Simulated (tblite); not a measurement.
# C3H12O2SeSi2: the cost of one run

Programs: PySCF 2.14.0 with density-fitted response routines of our own, and tblite 0.8.0. All values are computed, except where a source is named. Atoms count from 0 throughout.

## Step 1: The starting structure

20 atoms, charge 0, multiplicity 1; geometry from: UFF geometry.

Bonds of the start (Å): C0–H10 1.12, C0–H8 1.11, C0–H9 1.10, C0–O1 1.40, C3–H12 1.10, C3–H13 1.12, C3–H14 1.12, C6–H16 1.11, C6–H17 1.11, C6–H18 1.10, O1–Si2 1.72, O4–Si5 1.72, Se7–H19 1.54, Si2–C3 1.86, Si2–H11 1.47, Si2–O4 1.74, Si5–C6 1.86, Si5–H15 1.48, Si5–Se7 2.28.

## Step 2: GFN2-xTB relaxation, conformer 1

What the job is given:

```
{"job": {"xc": "GFN2-xTB", "basis": "xTB", "kind": "relax"}, "charge": 0, "multiplicity": 1}
C      2.188900     1.963500    -0.214400
O      2.040300     0.641400     0.212800
Si     1.010300    -0.208400    -0.872700
C      1.029300    -2.030700    -0.511900
O     -0.607000     0.422100    -0.799500
Si    -1.173200     0.297300     0.817400
C     -2.395900    -1.099400     0.932000
Se    -2.203200     2.248500     1.392100
H      2.852700     2.497000     0.494700
H      2.651300     2.018100    -1.214500
H      1.199600     2.497400    -0.209600
H      1.499500    -0.034700    -2.246300
H      0.301800    -2.558600    -1.153100
H      2.054100    -2.434300    -0.689800
H      0.753500    -2.203700     0.559300
H     -0.091800     0.063700     1.807700
H     -1.897900    -2.052700     0.668400
H     -2.785200    -1.174200     1.973000
H     -3.238300    -0.910600     0.243600
H     -3.193900     2.068800     0.232300
```

Started as:

```sh
> OMP_NUM_THREADS=1 python ens_run.py task.json out
```

One launch serves the whole session.

**Question.** How long does this first job take on 1 thread of Arm Neoverse N1, shared host?

About 4.8 s.
